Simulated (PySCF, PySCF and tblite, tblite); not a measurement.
**C5H12GeO3: telling isomers apart by computed NMR**

Can the signals of one isomer of C5H12GeO3 be assigned among several candidates?

Computed with tblite 0.8.0 (tight binding) and PySCF 2.14.0 (DFT, with response routines of our own); each step states its level. Atoms count from 0 throughout.

## 1. The starting structure

21 atoms, charge 0, multiplicity 1; geometry from: UFF geometry. This is the first candidate.

Bonds of the start (Å): C0–H10 1.11, C0–H11 1.12, C0–H9 1.10, C0–O1 1.43, C2–C6 1.53, C2–H12 1.12, C2–O3 1.39, C4–H13 1.11, C4–H14 1.12, C4–O5 1.41, C6–C7 1.54, C6–Ge8 1.96, C7–H15 1.12, C7–H16 1.11, C7–H17 1.12, Ge8–H18 1.56, Ge8–H19 1.55, Ge8–H20 1.55, O1–C2 1.42, O3–C4 1.40, O5–C6 1.40.

## 2. GFN2-xTB relaxation, isomer A, conformer 1

The job: settings as JSON, then the geometry in Å.

```
{"job": {"xc": "GFN2-xTB", "basis": "xTB", "kind": "relax"}, "charge": 0, "multiplicity": 1}
C      2.620700     0.929200     0.303200
O      1.331700     0.823400    -0.297200
C      0.613500    -0.228700     0.335900
O      1.049300    -1.444900    -0.164800
C      0.197400    -1.747400    -1.232100
O     -0.973000    -0.954300    -1.212700
C     -0.864200    -0.169600    -0.063000
C     -1.751200    -0.774600     1.038700
Ge    -1.499300     1.640900    -0.445100
H      3.184700     1.702600    -0.241300
H      3.176700    -0.024400     0.236300
H      2.527200     1.260700     1.364300
H      0.702900    -0.194000     1.454000
H     -0.083700    -2.818100    -1.199400
H      0.736800    -1.555800    -2.190500
H     -2.815900    -0.814700     0.702600
H     -1.705900    -0.165200     1.964600
H     -1.435200    -1.820900     1.273000
H     -1.295500     2.539500     0.809500
H     -3.006600     1.595200    -0.796300
H     -0.719200     2.238000    -1.640300
```

Run with:

```sh
OMP_NUM_THREADS=1 python ens_run.py task.json out
```

This one command runs the whole study; its stages follow in the order run.

The program printed:

```text
step      E/eV     max force
  0    -842.00762    1.440
  1    -842.16635    0.707
  2    -842.24439    0.439
  3    -842.26370    0.335
  4    -842.28843    0.306
  5    -842.29679    0.252
  6    -842.30723    0.204
  7    -842.31435    0.197
  8    -842.32183    0.217
  9    -842.32868    0.215
 10    -842.33664    0.179
 11    -842.34377    0.166
 12    -842.34860    0.131
 13    -842.35175    0.120
 14    -842.35485    0.121
 15    -842.35850    0.161
 16    -842.36250    0.146
 17    -842.36627    0.119
 18    -842.36963    0.128
 19    -842.37278    0.122
 20    -842.37575    0.117
 21    -842.37844    0.121
 22    -842.38096    0.109
 23    -842.38358    0.110
 24    -842.38630    0.128
 25    -842.38870    0.102
 26    -842.39034    0.068
 27    -842.39133    0.057
 28    -842.39206    0.052
 29    -842.39280    0.065
 30    -842.39352    0.072
 31    -842.39406    0.049
 32    -842.39442    0.041
 33    -842.39468    0.036
 34    -842.39468    0.036
 35    -842.39481    0.033
 36    -842.39514    0.025
 37    -842.39526    0.030
 38    -842.39561    0.034
 39    -842.39584    0.037
 40    -842.39612    0.035
 41    -842.39646    0.041
 42    -842.39696    0.053
 43    -842.39751    0.052
 44    -842.39801    0.049
 45    -842.39847    0.049
 46    -842.39901    0.052
 47    -842.39963    0.061
 48    -842.40024    0.048
 49    -842.40076    0.056
 50    -842.40118    0.049
 51    -842.40155    0.038
 52    -842.40187    0.037
 53    -842.40211    0.032
 54    -842.40234    0.034
 55    -842.40257    0.030
 56    -842.40276    0.025
 57    -842.40289    0.022
 58    -842.40300    0.022
 59    -842.40310    0.023
 60    -842.40321    0.024
 61    -842.40331    0.022
 62    -842.40340    0.028
 63    -842.40351    0.028
 64    -842.40364    0.025
 65    -842.40376    0.024
 66    -842.40389    0.028
 67    -842.40403    0.028
 68    -842.40418    0.025
 69    -842.40432    0.022
 70    -842.40441    0.018
 71    -842.40447    0.017
 72    -842.40453    0.019
 73    -842.40459    0.020
 74    -842.40464    0.016
 75    -842.40466    0.013
 76    -842.40468    0.012
 77    -842.40470    0.010
 78    -842.40473    0.008
 79    -842.40474    0.007
 80    -842.40475    0.006
 81    -842.40476    0.006
 82    -842.40477    0.006
 83    -842.40477    0.005
 84    -842.40478    0.006
 85    -842.40479    0.006
 86    -842.40479    0.008
 87    -842.40480    0.010
 88    -842.40482    0.009
 89    -842.40484    0.009
 90    -842.40486    0.011
 91    -842.40488    0.012
 92    -842.40490    0.011
 93    -842.40492    0.009
 94    -842.40494    0.008
 95    -842.40495    0.010
 96    -842.40497    0.010
 97    -842.40499    0.012
 98    -842.40500    0.011
 99    -842.40502    0.008
100    -842.40503    0.007
101    -842.40504    0.007
102    -842.40505    0.009
103    -842.40507    0.012
104    -842.40510    0.012
105    -842.40512    0.012
106    -842.40515    0.012
107    -842.40517    0.011
108    -842.40519    0.010
109    -842.40522    0.012
110    -842.40525    0.013
111    -842.40529    0.016
112    -842.40535    0.017
113    -842.40541    0.019
114    -842.40548    0.022
115    -842.40555    0.024
116    -842.40561    0.021
117    -842.40566    0.019
118    -842.40573    0.019
119    -842.40581    0.019
120    -842.40587    0.021
121    -842.40595    0.018
122    -842.40601    0.012
123    -842.40604    0.014
124    -842.40606    0.009
125    -842.40608    0.009
126    -842.40609    0.008
127    -842.40611    0.010
128    -842.40613    0.007
129    -842.40614    0.007
130    -842.40616    0.008
131    -842.40618    0.010
132    -842.40620    0.012
133    -842.40623    0.012
134    -842.40625    0.010
135    -842.40628    0.010
136    -842.40630    0.010
137    -842.40631    0.010
138    -842.40633    0.011
139    -842.40634    0.010
140    -842.40636    0.010
141    -842.40637    0.007
142    -842.40638    0.007
143    -842.40639    0.007
144    -842.40640    0.008
145    -842.40641    0.007
146    -842.40641    0.004
147    -842.40642    0.004
148    -842.40642    0.006
149    -842.40643    0.005
150    -842.40643    0.004
```

Wall time 1.2 s (1 thread of Arm Neoverse V1, shared host).

Gain 0.399 eV; displacement 0.23 Å root mean square.

## 3. Shieldings, isomer A, conformer 1: PBE0/6-31G*

The job: settings as JSON, then the geometry in Å.

```
{"job": {"xc": "PBE0", "basis": "6-31G*", "kind": "nmr", "pop": true}, "charge": 0, "multiplicity": 1}
C      2.553196     1.036343     0.270500
O      1.171707     0.929872    -0.001451
C      0.575255    -0.252814     0.444379
O      1.088358    -1.393162    -0.188867
C      0.187713    -1.775640    -1.205273
O     -0.859149    -0.862774    -1.234487
C     -0.885154    -0.182538     0.022041
C     -1.815476    -0.861846     1.012637
Ge    -1.335063     1.688851    -0.468700
H      2.873572     1.987444    -0.147428
H      3.100907     0.214334    -0.197330
H      2.732067     1.022247     1.351286
H      0.733999    -0.371090     1.527563
H     -0.166531    -2.798150    -0.980695
H      0.687971    -1.772959    -2.183040
H     -2.812718    -0.916888     0.581147
H     -1.857328    -0.275800     1.928958
H     -1.474783    -1.869927     1.247978
H     -1.069565     2.633032     0.659617
H     -2.812559     1.729865    -0.738021
H     -0.625339     2.108544    -1.701286
```

The program printed:

```text
coarse grid: 78520 points
cycle   1  E = -2499.2052046856  dE =  7.974e-01  |g| = 9.186e-01  |ddm| = 4.270e+00
cycle   2  E = -2499.0819957559  dE =  1.232e-01  |g| = 1.239e+00  |ddm| = 1.683e+00
cycle   3  E = -2499.3524065672  dE = -2.704e-01  |g| = 1.047e-01  |ddm| = 1.051e+00
cycle   4  E = -2499.3540820501  dE = -1.675e-03  |g| = 4.499e-02  |ddm| = 1.046e-01
cycle   5  E = -2499.3544226127  dE = -3.406e-04  |g| = 1.209e-02  |ddm| = 4.356e-02
cycle   6  E = -2499.3544474470  dE = -2.483e-05  |g| = 4.277e-03  |ddm| = 1.244e-02
cycle   7  E = -2499.3544507278  dE = -3.281e-06  |g| = 5.766e-04  |ddm| = 3.611e-03
final grid: 167168 points
cycle   8  E = -2499.3545620342  dE = -4.302e-08  |g| = 7.051e-04  |ddm| = 1.931e-03
cycle   9  E = -2499.3545619290  dE =  1.052e-07  |g| = 9.955e-04  |ddm| = 1.551e-03
cycle  10  E = -2499.3545621426  dE = -2.136e-07  |g| = 7.812e-05  |ddm| = 9.219e-04
cycle  11  E = -2499.3545621439  dE = -1.267e-09  |g| = 1.865e-05  |ddm| = 8.765e-05
cycle  12  E = -2499.3545621440  dE = -7.913e-11  |g| = 3.514e-06  |ddm| = 1.717e-05
converged SCF energy = -2499.3545621440

GIAO shielding tensors (ppm)
atom      isotropic    diamagn.    paramagn.     s11        s22        s33       span
  0 C      143.323     244.778    -101.455    113.854    124.010    192.104     78.250
  1 O      264.532     394.682    -130.151    206.009    262.907    324.679    118.670
  2 C       92.473     244.188    -151.715     71.381     98.337    107.700     36.319
  3 O      247.269     396.564    -149.296    173.888    248.955    318.963    145.075
  4 C      101.439     239.752    -138.313     61.473    105.398    137.445     75.972
  5 O      260.465     394.102    -133.637    171.249    276.507    333.639    162.391
  6 C      111.930     241.088    -129.158     91.257    101.781    142.753     51.495
  7 C      175.624     250.578     -74.954    158.183    174.355    194.335     36.152
  8 Ge    1697.352    2759.566   -1062.214   1611.305   1686.641   1794.108    182.802
  9 H       28.848      29.411      -0.563     24.297     26.781     35.468     11.171
 10 H       28.661      29.210      -0.548     23.674     27.062     35.248     11.574
 11 H       29.293      29.264       0.029     25.208     26.749     35.921     10.713
 12 H       27.560      31.757      -4.197     25.300     27.043     30.336      5.036
 13 H       26.798      28.775      -1.977     22.147     25.277     32.971     10.825
 14 H       26.834      28.795      -1.961     22.514     25.410     32.576     10.062
 15 H       30.997      30.125       0.872     26.454     29.400     37.138     10.685
 16 H       31.393      30.550       0.844     27.239     29.262     37.680     10.441
 17 H       30.992      30.725       0.267     25.850     29.905     37.221     11.371
 18 H       28.579      30.627      -2.048     21.763     23.899     40.077     18.314
 19 H       28.671      29.924      -1.253     21.737     23.875     40.400     18.663
 20 H       28.565      31.041      -2.476     21.140     24.715     39.841     18.702
```

Wall time 34 s (1 thread of Arm Neoverse V1, shared host).

In short: HOMO -6.95 eV, LUMO 1.46 eV; dipole 1.80 D.

## 4. The ensemble, isomer A: properties at PBE0/6-31G*

The job: settings as JSON, then the geometry in Å.

```
{"job": {"study": "conf", "smiles": "CO[C@@H]1OCO[C@]1(C)[GeH3]", "search": {"seed": 491, "n_embed": 90, "ff_keep": 18, "window": 2.5, "nmax": 6, "temps": [250, 298.15, 350], "t_ref": 298.15, "order": 0.001}, "level": {"nmr": {"xc": "PBE0", "basis": "6-31G*"}}, "kind": "conf"}, "charge": 0, "multiplicity": 1}
C      2.553196     1.036343     0.270500
O      1.171707     0.929872    -0.001451
C      0.575255    -0.252814     0.444379
O      1.088358    -1.393162    -0.188867
C      0.187713    -1.775640    -1.205273
O     -0.859149    -0.862774    -1.234487
C     -0.885154    -0.182538     0.022041
C     -1.815476    -0.861846     1.012637
Ge    -1.335063     1.688851    -0.468700
H      2.873572     1.987444    -0.147428
H      3.100907     0.214334    -0.197330
H      2.732067     1.022247     1.351286
H      0.733999    -0.371090     1.527563
H     -0.166531    -2.798150    -0.980695
H      0.687971    -1.772959    -2.183040
H     -2.812718    -0.916888     0.581147
H     -1.857328    -0.275800     1.928958
H     -1.474783    -1.869927     1.247978
H     -1.069565     2.633032     0.659617
H     -2.812559     1.729865    -0.738021
H     -0.625339     2.108544    -1.701286
```

The program printed:

```text
conformer  sym    E(xTB)   E(DFT)   G(298.15 K)  weight  dipole/D
    1     C1      0.000    0.000    0.000   1.0000    1.797

mean shielding (ppm) by class
class atoms           250 K   298.15 K      350 K
  0 C  0            143.323    143.323    143.323
  1 O  1            264.532    264.532    264.532
  2 C  2             92.473     92.473     92.473
  3 O  3            247.268    247.268    247.268
  4 C  4            101.439    101.439    101.439
  5 O  5            260.465    260.465    260.465
  6 C  6             111.93     111.93     111.93
  7 C  7            175.624    175.624    175.624
  8 Ge 8           1697.351   1697.351   1697.351
  9 H  9,10,11       28.934     28.934     28.934
 10 H  12             27.56      27.56      27.56
 11 H  13            26.798     26.798     26.798
 12 H  14            26.834     26.834     26.834
 13 H  15,16,17      31.128     31.128     31.128
 14 H  18,19,20      28.605     28.605     28.605
```

It took 42 s on 1 thread of Arm Neoverse V1, shared host. This counts the runs that the step sums up.

The search (ETKDG and KDG, UFF, GFN2-xTB) embedded 90 structures, kept 4 distinct ones after the force field and 1 after xTB; 1 was carried on (window 2.5 kcal/mol at the search's own energies). Energies: PBE0/6-31G* with D3(BJ).

The conformers at 298 K:

| no. | group | mirror pair | ΔE xTB | ΔE DFT | ΔG | weight (%) | μ (D) | C0–O1–C2–O3 (°) | A, B, C (GHz) |
| --- | --- | --- | --- | --- | --- | --- | --- | --- | --- |
| 1 | C1 | no | 0.00 | 0.00 | 0.00 | 100.0 | 1.80 | -64 | 1.51, 1.02, 0.75 |

Energies in kcal/mol. ΔG holds xTB vibrations and rotation, symmetry numbers and mirror pairs.

Shifts against references run at the same level (¹⁷O H2O 326.0, ¹H TMS 32.41, ¹³C TMS 196.4 ppm of shielding), by class of atoms, at 298 K:

| atoms | environment | average |
| --- | --- | --- |
| C2 | sp3 carbon bearing two oxygens | 103.9 |
| C4 | sp3 carbon bearing two oxygens | 94.9 |
| C6 | fully substituted sp3 carbon bonded to Ge and O | 84.5 |
| C0 | methyl carbon bonded to O | 53.1 |
| C7 | methyl carbon | 20.8 |
| H13 | hydrogen on an sp3 carbon bearing two oxygens | 5.61 |
| H14 | hydrogen on an sp3 carbon bearing two oxygens | 5.58 |
| H12 | hydrogen on an sp3 carbon bearing two oxygens | 4.85 |
| H18, H19, H20 | hydrogen on a germanium bonded to C | 3.81 |
| H9, H10, H11 | hydrogen on a methyl carbon bonded to O | 3.48 |
| H15, H16, H17 | hydrogen on a methyl carbon | 1.28 |
| O3 | ether oxygen | 78.7 |
| O5 | ether oxygen | 65.5 |
| O1 | ether oxygen | 61.4 |
| Ge8 | germanium bonded to C, 3 H | 1697 (σ) |

Effective distances for nuclear Overhauser effects, ⟨r⁻⁶⟩^(−1/6) over all pairs of two classes (Å): H13···H14 1.80; H9···H12 2.77; H12···H15 2.81; H13···H15 3.17; H12···H13 3.60; H15···H18 3.66; H12···H14 3.97.

## 5. GFN2-xTB relaxation, isomer B, conformer 1

The job: settings as JSON, then the geometry in Å.

```
{"job": {"xc": "GFN2-xTB", "basis": "xTB", "kind": "relax"}, "charge": 0, "multiplicity": 1}
C      2.720000    -0.881200     0.220500
O      1.532300    -0.507800    -0.479100
C      0.572100    -0.042000     0.449200
O      0.877200     1.274000     0.813900
C      0.149900     2.088500    -0.052200
O     -0.861800     1.368000    -0.734500
C     -0.800400     0.078400    -0.218800
C     -1.024800    -0.941600    -1.332200
Ge    -2.224600    -0.122000     1.120400
H      3.475000    -1.178700    -0.516700
H      3.120700    -0.028300     0.804900
H      2.522700    -1.755300     0.886000
H      0.492400    -0.691100     1.357500
H      0.849300     2.530400    -0.809000
H     -0.319000     2.925100     0.518700
H     -0.907100    -1.978600    -0.936200
H     -0.316300    -0.778700    -2.168600
H     -2.059800    -0.846500    -1.745400
H     -2.177900    -1.541600     1.730100
H     -2.021600     0.931500     2.248500
H     -3.607200     0.114500     0.444000
```

The program printed:

```text
step      E/eV     max force
  0    -841.76840    1.579
  1    -841.93926    0.757
  2    -842.01098    0.491
  3    -842.02933    0.341
  4    -842.04869    0.323
  5    -842.05509    0.244
  6    -842.06066    0.161
  7    -842.06404    0.150
  8    -842.06703    0.148
  9    -842.06910    0.147
 10    -842.07142    0.131
 11    -842.07453    0.190
 12    -842.07832    0.180
 13    -842.08152    0.116
 14    -842.08381    0.136
 15    -842.08594    0.156
 16    -842.08857    0.146
 17    -842.09180    0.131
 18    -842.09499    0.118
 19    -842.09761    0.120
 20    -842.09991    0.118
 21    -842.10238    0.136
 22    -842.10489    0.113
 23    -842.10721    0.142
 24    -842.10942    0.147
 25    -842.11159    0.129
 26    -842.11344    0.100
 27    -842.11481    0.069
 28    -842.11593    0.073
 29    -842.11712    0.086
 30    -842.11833    0.090
 31    -842.11927    0.064
 32    -842.11995    0.051
 33    -842.12065    0.065
 34    -842.12152    0.082
 35    -842.12243    0.077
 36    -842.12324    0.073
 37    -842.12400    0.076
 38    -842.12488    0.084
 39    -842.12598    0.092
 40    -842.12709    0.087
 41    -842.12805    0.081
 42    -842.12899    0.082
 43    -842.13006    0.101
 44    -842.13123    0.090
 45    -842.13227    0.074
 46    -842.13341    0.069
 47    -842.13450    0.073
 48    -842.13545    0.059
 49    -842.13625    0.055
 50    -842.13700    0.053
 51    -842.13766    0.063
 52    -842.13820    0.057
 53    -842.13860    0.043
 54    -842.13886    0.033
 55    -842.13886    0.033
 56    -842.13898    0.029
 57    -842.13927    0.029
 58    -842.13937    0.027
 59    -842.13956    0.024
 60    -842.13969    0.023
 61    -842.13985    0.024
 62    -842.13997    0.025
 63    -842.14008    0.023
 64    -842.14018    0.022
 65    -842.14029    0.023
 66    -842.14040    0.022
 67    -842.14051    0.022
 68    -842.14061    0.022
 69    -842.14071    0.024
 70    -842.14081    0.021
 71    -842.14090    0.022
 72    -842.14100    0.024
 73    -842.14112    0.026
 74    -842.14128    0.035
 75    -842.14147    0.038
 76    -842.14166    0.036
 77    -842.14182    0.029
 78    -842.14199    0.027
 79    -842.14217    0.029
 80    -842.14235    0.027
 81    -842.14250    0.023
 82    -842.14263    0.030
 83    -842.14275    0.031
 84    -842.14286    0.028
 85    -842.14296    0.029
 86    -842.14306    0.028
 87    -842.14316    0.021
 88    -842.14327    0.024
 89    -842.14338    0.026
 90    -842.14350    0.027
 91    -842.14364    0.032
 92    -842.14381    0.030
 93    -842.14398    0.032
 94    -842.14413    0.033
 95    -842.14426    0.025
 96    -842.14439    0.029
 97    -842.14454    0.029
 98    -842.14472    0.046
 99    -842.14490    0.048
100    -842.14504    0.031
101    -842.14513    0.019
102    -842.14521    0.015
103    -842.14528    0.022
104    -842.14535    0.023
105    -842.14541    0.015
106    -842.14547    0.015
107    -842.14551    0.016
108    -842.14555    0.014
109    -842.14559    0.013
110    -842.14562    0.013
111    -842.14565    0.010
112    -842.14567    0.009
113    -842.14568    0.008
114    -842.14570    0.009
115    -842.14572    0.009
116    -842.14574    0.009
117    -842.14575    0.007
118    -842.14576    0.009
119    -842.14576    0.009
120    -842.14577    0.009
121    -842.14579    0.009
122    -842.14580    0.006
123    -842.14581    0.007
124    -842.14581    0.007
125    -842.14582    0.008
126    -842.14583    0.007
127    -842.14584    0.007
128    -842.14586    0.008
129    -842.14587    0.006
130    -842.14587    0.007
131    -842.14588    0.006
132    -842.14588    0.006
133    -842.14589    0.005
134    -842.14590    0.006
135    -842.14590    0.007
136    -842.14591    0.006
137    -842.14592    0.007
138    -842.14594    0.008
139    -842.14595    0.010
140    -842.14596    0.008
141    -842.14597    0.007
142    -842.14598    0.005
143    -842.14599    0.005
144    -842.14599    0.005
145    -842.14600    0.004
146    -842.14600    0.003
```

Run time: 1.2 s. Hardware: 1 thread of Arm Neoverse V1, shared host.

Relaxing gained 0.378 eV and moved the atoms by 0.27 Å on average (rms).

(Part 1 of 2 ends here.)
